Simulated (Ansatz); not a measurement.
# H6N2O2Ti: the cost of one run

Method: RKS PBE-D4/def2-SVP, in Ansatz 0.2.0.

## Step 1: The system as given

Bond lengths: Ti1–O2 1.920 Å, O2–H3 1.010 Å, Ti1–O4 1.920 Å, O4–H5 1.010 Å, Ti1–N6 2.059 Å, N6–H7 1.060 Å, N6–H8 1.060 Å, Ti1–N9 2.059 Å, N9–H10 1.060 Å, N9–H11 1.060 Å. Angles: Ti1–O2–H3 109.5°, O2–Ti1–O4 109.5°, O2–Ti1–N6 109.5°, O2–Ti1–N9 109.5°, O4–Ti1–N6 109.5°, O4–Ti1–N9 109.5°, N6–Ti1–N9 109.5°, Ti1–O4–H5 109.5°, Ti1–N6–H7 120.0°, Ti1–N6–H8 120.0°, H7–N6–H8 120.0°, Ti1–N9–H10 120.0°, Ti1–N9–H11 120.0°, H10–N9–H11 120.0°.

Coordinates:

```xyz
11

Ti    0.0000    0.0000    0.0000
O     0.0000    0.0000    1.9200
H    -0.9095   -0.2814    2.2571
O     1.8106    0.0000   -0.6394
H     2.1269   -0.9521   -0.7560
N    -0.9703    1.6810   -0.6860
H    -1.9904    1.6258   -0.9687
H    -0.4498    2.6017   -0.7565
N    -0.9703   -1.6810   -0.6860
H    -1.5052   -2.2973   -0.0095
H    -0.9349   -1.9302   -1.7156
```

## Step 2: Relaxing the start

input.yaml

```yaml
crystal:
  periodic: [false, false, false]
  atoms:
    - { symbol: Ti, position_ang: [0.0, 0.0, 0.0] }
    - { symbol: O, position_ang: [0.0, 0.0, 1.92] }
    - { symbol: H, position_ang: [-0.9095, -0.2814, 2.2571] }
    - { symbol: O, position_ang: [1.8106, 0.0, -0.6394] }
    - { symbol: H, position_ang: [2.1269, -0.9521, -0.756] }
    - { symbol: "N", position_ang: [-0.9703, 1.681, -0.686] }
    - { symbol: H, position_ang: [-1.9904, 1.6258, -0.9687] }
    - { symbol: H, position_ang: [-0.4498, 2.6017, -0.7565] }
    - { symbol: "N", position_ang: [-0.9703, -1.681, -0.686] }
    - { symbol: H, position_ang: [-1.5052, -2.2973, -0.0095] }
    - { symbol: H, position_ang: [-0.9349, -1.9302, -1.7156] }
basis:
  gaussian: { orbitals: def2-SVP }
hamiltonian:
  xc: pbe
  dispersion: d4
relax:
  f_tol: 0.02
  max_steps: 40
```

Started as:

```bash
$ ansatz run input.yaml --threads 2 --pin off --max-ram 3072MiB --backend cpu --events-out ev --progress --plain --runs-dir out
```

**Question.** How long does this run take on 2 threads of Arm Neoverse V1, shared host, and how much memory does it need?

About 62 s, with a peak of 0.17 GiB.
